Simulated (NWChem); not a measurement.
# SiHF3 (SMILES F[SiH](F)F) at 6 levels

Wanted: a comparison of 6 runs (PBE/6-31++G**, PBE/6-311++G(3df,3pd), PBE/6-31G*, PBE/6-31+G*, PBE/6-311+G**, PBE/6-311++G(2d,2p)) of SiHF3. 

The calculation is run with NWChem 7.3.0.

**1. The system as given**

The species is SiHF3 (5 atoms), meant as a singlet with charge 0. SMILES: `F[SiH](F)F`. Geometry: relaxed at PBE0-D4/def2-TZVP.

Bond lengths: F1–Si2 1.573 Å, Si2–F3 1.573 Å, Si2–F4 1.573 Å, Si2–H5 1.461 Å. Angles: F1–Si2–F3 108.3°, F1–Si2–F4 108.3°, F3–Si2–F4 108.3°, F1–Si2–H5 110.7°, F3–Si2–H5 110.7°, F4–Si2–H5 110.7°.

**2. Energy and forces at PBE/6-31++G(d,p) (spherical functions) (run 1)**

f3hsi.nw

```
start f3hsi
title "F3HSi PBE"
memory stack 880 mb heap 220 mb global 1100 mb
charge 0

geometry noautosym nocenter noautoz
  F    -0.447100   -0.082200    1.491300
  Si    0.040700    0.001700   -0.001800
  F    -0.597100    1.281400   -0.657200
  F    -0.495900   -1.263300   -0.767200
  H     1.499400    0.062400   -0.065100
end

basis spherical bse
  F library 6-31++G**
  Si library 6-31++G**
  H library 6-31++G**
end

dft
  xc xpbe96 cpbe96
  grid fine
  convergence energy 1e-08
  iterations 100
  mulliken
  print low
end

task dft gradient
```

The run is started by

```bash
$ nwchem f3hsi.nw > f3hsi.out
```

What it wrote:

```text
[...]
 d= 0,ls=0.0,diis     1   -589.2525578032 -7.78D+02  2.22D-02  1.09D+00     2.9
[...]
 d= 0,ls=0.0,diis    10   -589.3667627141 -1.49D-11  1.74D-08  4.75D-12    20.9
         Total DFT energy =     -589.366762714122
      One electron energy =    -1194.190987946561
           Coulomb energy =      468.763485933693
    Exchange-Corr. energy =      -52.347124750798
 Nuclear repulsion energy =      188.407864049543
[...]
      Total Density - Mulliken Population Analysis
     ---------------------------------------------
    Atom       Charge   Shell Charges
 -----------   ------   -------------------------------------------------------
    1 F    9     9.19   2.00  0.93  3.32  1.05  1.93 -0.18  0.13  0.01
    2 Si  14    13.37   2.00  2.00  5.96  0.82  1.44  0.47  0.22  0.01  0.01  0.45
    3 F    9     9.19   2.00  0.93  3.32  1.05  1.93 -0.18  0.13  0.01
    4 F    9     9.19   2.00  0.93  3.32  1.05  1.93 -0.18  0.13  0.01
    5 H    1     1.07   0.51  0.55  0.00  0.00
[...]
                         DFT ENERGY GRADIENTS
    atom               coordinates                        gradient
                 x          y          z           x          y          z
   1 F      -0.844896  -0.155335   2.818148    0.009402   0.001685  -0.030322
   2 Si      0.076912   0.003213  -0.003402   -0.026753  -0.001104   0.001080
   3 F      -1.128355   2.421495  -1.241928    0.012489  -0.026103   0.013382
   4 F      -0.937115  -2.387291  -1.449798    0.010426   0.025755   0.015619
   5 H       2.833455   0.117919  -0.123021   -0.005564  -0.000233   0.000241
 Task  times  cpu:       27.7s     wall:       27.7s
 Total times  cpu:       27.8s     wall:       27.8s
```

Wall time 29 s (1 thread of Intel Xeon Platinum 8175M at 2.50GHz (Skylake/Cascade Lake), shared host); peak memory 0.12 GiB.

**3. Energy and gradient at PBE/6-311++G(3df,3pd) (run 2)**

f3hsi.nw

```
echo
start f3hsi
memory stack 880 mb heap 220 mb global 1100 mb

geometry units angstroms noautosym nocenter noautoz
   F     -0.447100    -0.082200     1.491300
   Si     0.040700     0.001700    -0.001800
   F     -0.597100     1.281400    -0.657200
   F     -0.495900    -1.263300    -0.767200
   H      1.499400     0.062400    -0.065100
end

basis spherical bse
   * library "6-311++G(3df,3pd)"
end

dft
   xc xpbe96 cpbe96
   mult 1
   grid fine
   convergence energy 1e-08
   iterations 100
   mulliken
   print low
end

task dft gradient
```

The run is started by

```bash
$ nwchem f3hsi.nw > f3hsi.out
```

What it wrote:

```text
[...]
 d= 0,ls=0.0,diis     1   -589.3863216195 -7.78D+02  6.57D-03  1.85D+00    11.7
[...]
 d= 0,ls=0.0,diis    10   -589.5125132320 -1.22D-10  3.88D-08  4.00D-10    99.4
         Total DFT energy =     -589.512513231959
      One electron energy =    -1194.997284602149
           Coulomb energy =      469.483095468295
    Exchange-Corr. energy =      -52.406188147649
 Nuclear repulsion energy =      188.407864049543
[...]
                         DFT ENERGY GRADIENTS
    atom               coordinates                        gradient
                 x          y          z           x          y          z
   1 F      -0.844896  -0.155335   2.818148    0.004200   0.000836  -0.015439
   2 Si      0.076912   0.003213  -0.003402   -0.011845  -0.000485   0.000441
   3 F      -1.128355   2.421495  -1.241928    0.005789  -0.013367   0.006866
   4 F      -0.937115  -2.387291  -1.449798    0.004735   0.013136   0.008007
   5 H       2.833455   0.117919  -0.123021   -0.002879  -0.000121   0.000125
 Task  times  cpu:      140.5s     wall:      140.5s
 Total times  cpu:      140.6s     wall:      140.6s
```

Run time: 2.4 min. Hardware: 1 thread of Intel Xeon Platinum 8175M at 2.50GHz (Skylake/Cascade Lake), shared host; peak memory 0.14 GiB.

Run 3 isn't shown in full; the table further down has it.

**4. Energy and forces at PBE/6-31+G(d) (spherical functions) (run 4)**

sp.nw

```
start sp
title "F3HSi"
memory total 2200 mb
geometry noautosym nocenter noautoz
   F       -0.447100      -0.082200       1.491300
   Si       0.040700       0.001700      -0.001800
   F       -0.597100       1.281400      -0.657200
   F       -0.495900      -1.263300      -0.767200
   H        1.499400       0.062400      -0.065100
end
basis "ao basis" spherical bse
   * library 6-31+G*
end
dft
   xc xpbe96 cpbe96
   grid fine
   convergence energy 1e-08
   maxiter 100
   mulliken
   noprint "final vectors analysis"
end
task dft gradient
```

The run is started by

```bash
$ nwchem sp.nw > sp.out
```

What it wrote:

```text
[...]
          Wavefunction type:  closed shell.
          No. of atoms     :     5
          No. of electrons :    42
[...]
          Charge           :     0
          Spin multiplicity:     1
[...]
          AO basis - number of functions:    78
[...]
              XC Information
              --------------
          PerdewBurkeErnzerhof Exchange Functional  1.000
            Perdew 1991 LDA Correlation Functional  1.000 local
           PerdewBurkeErnz. Correlation Functional  1.000 non-local
[...]
 d= 0,ls=0.0,diis     1   -589.2514353310 -7.78D+02  2.34D-02  1.09D+00     2.7
[...]
 d= 0,ls=0.0,diis    10   -589.3659767677 -1.65D-11  1.80D-08  5.85D-12    19.4
         Total DFT energy =     -589.365976767693
      One electron energy =    -1194.190903594677
           Coulomb energy =      468.763788460666
    Exchange-Corr. energy =      -52.346725683225
 Nuclear repulsion energy =      188.407864049543
[...]
  wavefunction    = closed shell
                         DFT ENERGY GRADIENTS
    atom               coordinates                        gradient
                 x          y          z           x          y          z
   1 F      -0.844896  -0.155335   2.818148    0.009359   0.001682  -0.030285
   2 Si      0.076912   0.003213  -0.003402   -0.026348  -0.001087   0.001063
   3 F      -1.128355   2.421495  -1.241928    0.012442  -0.026074   0.013368
   4 F      -0.937115  -2.387291  -1.449798    0.010381   0.025724   0.015602
   5 H       2.833455   0.117919  -0.123021   -0.005834  -0.000244   0.000253
[...]
```

Run time: 26 s. Hardware: 1 thread of Intel Xeon Platinum 8175M at 2.50GHz (Skylake/Cascade Lake), shared host; peak memory 0.11 GiB.

Run 5 isn't shown in full; the table further down has it.

**5. Energy and forces at PBE/6-311++G(2d,2p) (run 6)**

run.nw

```
start run
memory 2200 mb

geometry units angstroms noautosym nocenter noautoz
  F       -0.447100      -0.082200       1.491300
  Si       0.040700       0.001700      -0.001800
  F       -0.597100       1.281400      -0.657200
  F       -0.495900      -1.263300      -0.767200
  H        1.499400       0.062400      -0.065100
end

basis "ao basis" spherical bse
  * library "6-311++G(2d,2p)"
end

dft
  xc xpbe96 cpbe96
  grid fine
  convergence energy 1e-08
  maxiter 100
  mulliken
  noprint "final vectors analysis"
end

task dft gradient
```

The run is started by

```bash
$ nwchem run.nw > run.out
```

What it wrote:

```text
[...]
          Wavefunction type:  closed shell.
          No. of atoms     :     5
          No. of electrons :    42
[...]
          Charge           :     0
          Spin multiplicity:     1
[...]
          AO basis - number of functions:   126
[...]
              XC Information
              --------------
          PerdewBurkeErnzerhof Exchange Functional  1.000
            Perdew 1991 LDA Correlation Functional  1.000 local
           PerdewBurkeErnz. Correlation Functional  1.000 non-local
[...]
 d= 0,ls=0.0,diis     1   -589.3692076397 -7.78D+02  1.09D-02  1.83D+00     4.7
[...]
 d= 0,ls=0.0,diis    10   -589.4963981893 -1.29D-10  6.87D-08  3.88D-10    36.9
         Total DFT energy =     -589.496398189256
      One electron energy =    -1194.842243150173
           Coulomb energy =      469.342079515289
    Exchange-Corr. energy =      -52.404098603916
 Nuclear repulsion energy =      188.407864049543
[...]
  wavefunction    = closed shell
                         DFT ENERGY GRADIENTS
    atom               coordinates                        gradient
                 x          y          z           x          y          z
   1 F      -0.844896  -0.155335   2.818148    0.005261   0.000944  -0.016958
   2 Si      0.076912   0.003213  -0.003402   -0.015377  -0.000631   0.000594
   3 F      -1.128355   2.421495  -1.241928    0.007001  -0.014624   0.007498
   4 F      -0.937115  -2.387291  -1.449798    0.005845   0.014427   0.008748
   5 H       2.833455   0.117919  -0.123021   -0.002731  -0.000115   0.000118
[...]
```

Run time: 51 s. Hardware: 1 thread of Intel Xeon Platinum 8175M at 2.50GHz (Skylake/Cascade Lake), shared host; peak memory 0.13 GiB.

**6. All runs side by side**

```csv
run,level,energy (Eh),largest force (eV/Å),wall time
1,PBE/6-31++G** (spherical functions),-589.366763,1.639,29 s
2,"PBE/6-311++G(3df,3pd)",-589.512513,0.828,2.4 min
3,PBE/6-31G* (spherical functions),-589.335585,1.256,16 s
4,PBE/6-31+G* (spherical functions),-589.365977,1.637,26 s
5,PBE/6-311+G**,-589.473023,1.475,31 s
6,"PBE/6-311++G(2d,2p)",-589.496398,0.919,51 s
```

**7. Summary of results**

| quantity | value |
| --- | --- |
| run 6: total energy | -589.49640 Eh |
| run 6: dipole moment | 1.33 D |
| run 6: largest force on an atom | 0.919 eV/Å |

What this shows: Over runs 3, 4, 5, 6 the dipole moment (its size) runs from 1.14 D (PBE/6-31G*) to 1.45 D (PBE/6-311+G**). All runs together took 4.9 min, the longest 2.4 min.
